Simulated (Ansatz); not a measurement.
# AlGeN (triplet): relaxing a cheap start

Aim: relax a generated start of AlGeN (triplet) and see which bonds hold.

The runs use Ansatz 0.2.0, Gaussian basis; UKS PBE0/def2-TZVP.

## 1. Where the work starts

3 atoms, charge 0, spin multiplicity 3.

Atoms are counted from 1 here; the program's logs count them from 0.

Bond lengths: Ge1–Al2 2.419 Å, Al2–N3 1.705 Å. Angles: Ge1–Al2–N3 180.0°.

The start was built by rule and, where that kept it together, relaxed with GFN2-xTB. Sticks and bond lists go by distance. No spin-orbit coupling is included. 

## 2. The run

in.yaml reads:

```yaml
crystal:
  periodic: [false, false, false]
  atoms:
    - {symbol: Ge, position_ang: [0.000000, 0.000000, -2.180822]}
    - {symbol: Al, position_ang: [0.000000, 0.000000, 0.238021]}
    - {symbol: N, position_ang: [0.000000, 0.000000, 1.942802]}
basis:
  gaussian: {orbitals: def2-TZVP}
magnetization: {spin_polarized: true, initial_magnetization: 2}
hamiltonian: {xc: pbe0}
relax: {f_tol: 0.004, max_steps: 80}
```

Started as:

```
> ansatz run in.yaml --threads 1 --pin off --events-out ev --progress --plain --max-ram 2176MiB
```

Q: Predict the outcome of this session. Wanted: energy gained; shift from the start; total energy; dipole moment; ⟨S²⟩.

**Answer**, as computed:

```
                  quantity           value
                     steps               6
             energy gained        0.155 eV
shift from the start (rms)         0.065 Å
              total energy  -64589.2344 eV
             dipole moment          1.79 D
                      ⟨S²⟩           2.710
```

**Reading.** The bonds of the start are those of the end. Al2–N3 went from 1.705 to 1.836 Å. The determinant is spin-contaminated (excess 0.71). No vibrations were run, so this is a stationary point, not a proven minimum, and this spin need not be the ground state's.
